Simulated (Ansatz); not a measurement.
**CH3BClFZn: one species, many methods**

One table from this session's results is given with a row withheld; the runs are named, their logs left out.

Program: Ansatz 0.2.0, Gaussian basis. Level of theory: functionals in def2-TZVPP, the program's frozen cores in correlated methods. These are calculated values, not measurements.

Plan: PBE-D4, r2SCAN-D4, PBE0-D4, B3LYP-D4, ωB97X-V, ωB97M-V, B2PLYP; CCSD(T)/def2-TZVPP; MP2/def2-QZVPP; extrapolation to the limit.

## Structure used throughout

An earlier PBE0-D4 in a triple-zeta def2 set relaxation fixed the geometry.

SMILES `F[B]([ZnH])CCl`, 8 atoms, charge 0, spin multiplicity 1.

Atoms are counted from 1 here; the program's logs count them from 0.

Bond lengths: F1–B2 1.332 Å, B2–Zn3 2.096 Å, B2–C4 1.584 Å, Zn3–H6 1.556 Å, C4–Cl5 1.802 Å, C4–H7 1.089 Å, C4–H8 1.091 Å. Angles: F1–B2–Zn3 121.0°, F1–B2–C4 115.4°, Zn3–B2–C4 123.3°, B2–Zn3–H6 179.3°, B2–C4–Cl5 98.4°, B2–C4–H7 116.3°, B2–C4–H8 115.6°, Cl5–C4–H7 107.0°, Cl5–C4–H8 107.5°, H7–C4–H8 110.5°.

Geometry (Å):

```mol
CH3BClFZn
  3D, bonds by distance, orders not assigned

  8  7  0  0  0  0  0  0  0  0999 V2000
   -1.3843   -1.3202    0.5354 F   0  0
   -0.4093   -0.4292    0.3641 B   0  0
   -0.2550    1.2540    1.6041 Zn  0  0
    0.5044   -0.6587   -0.9093 C   0  0
   -0.1615    0.6517   -1.9513 Cl  0  0
   -0.1227    2.5057    2.5191 H   0  0
    1.5669   -0.4574   -0.7841 H   0  0
    0.3536   -1.6028   -1.4337 H   0  0
  1  2  8  0
  2  3  8  0
  2  4  8  0
  4  5  8  0
  3  6  8  0
  4  7  8  0
  4  8  8  0
M  END
```

Set-up of the first run:

Contents of in.yaml:

```yaml
crystal:
  periodic: [false, false, false]
  atoms:
    - {symbol: F, position_ang: [-1.384297, -1.320180, 0.535419]}
    - {symbol: B, position_ang: [-0.409317, -0.429249, 0.364053]}
    - {symbol: Zn, position_ang: [-0.254951, 1.253996, 1.604127]}
    - {symbol: C, position_ang: [0.504432, -0.658679, -0.909305]}
    - {symbol: Cl, position_ang: [-0.161516, 0.651699, -1.951331]}
    - {symbol: H, position_ang: [-0.122739, 2.505657, 2.519086]}
    - {symbol: H, position_ang: [1.566888, -0.457412, -0.784127]}
    - {symbol: H, position_ang: [0.353598, -1.602833, -1.433724]}
basis:
  gaussian: {orbitals: def2-TZVPP}
hamiltonian: {xc: pbe, dispersion: d4}
output: {forces: true, orbitals: {seedname: orbitals}}
```

On the command line:

```
> ansatz run in.yaml --threads 4 --pin off --events-out ev --progress --plain --max-ram 10444MiB
```

Among the steps run: PBE-D4 (GGA); r2SCAN-D4 (meta-GGA); PBE0-D4 (hybrid); B3LYP-D4 (hybrid); ωB97X-V (range-separated); ωB97M-V (range-separated); B2PLYP (double hybrid); CCSD(T) in def2-TZVPP; MP2 in def2-QZVPP.

One of the session's tables, all rows but one given; the rest of the session is left out.

```
            method  atomisation energy (eV)
            PBE-D4                        ?
         r2SCAN-D4                   27.023
           PBE0-D4                   26.868
          B3LYP-D4                   26.437
           ωB97X-V                   26.813
           ωB97M-V                   26.814
            B2PLYP                   26.267
     HF/def2-TZVPP                   19.620
    MP2/def2-TZVPP                   26.718
   CCSD/def2-TZVPP                   25.382
CCSD(T)/def2-TZVPP                   25.852
           MP2/CBS                   27.352
       CCSD(T)/CBS                   26.486
```

Q: Estimate the row for PBE-D4 from the others.

As computed: atomisation energy (eV): 27.384. In the column «atomisation energy (eV)» it is the highest.
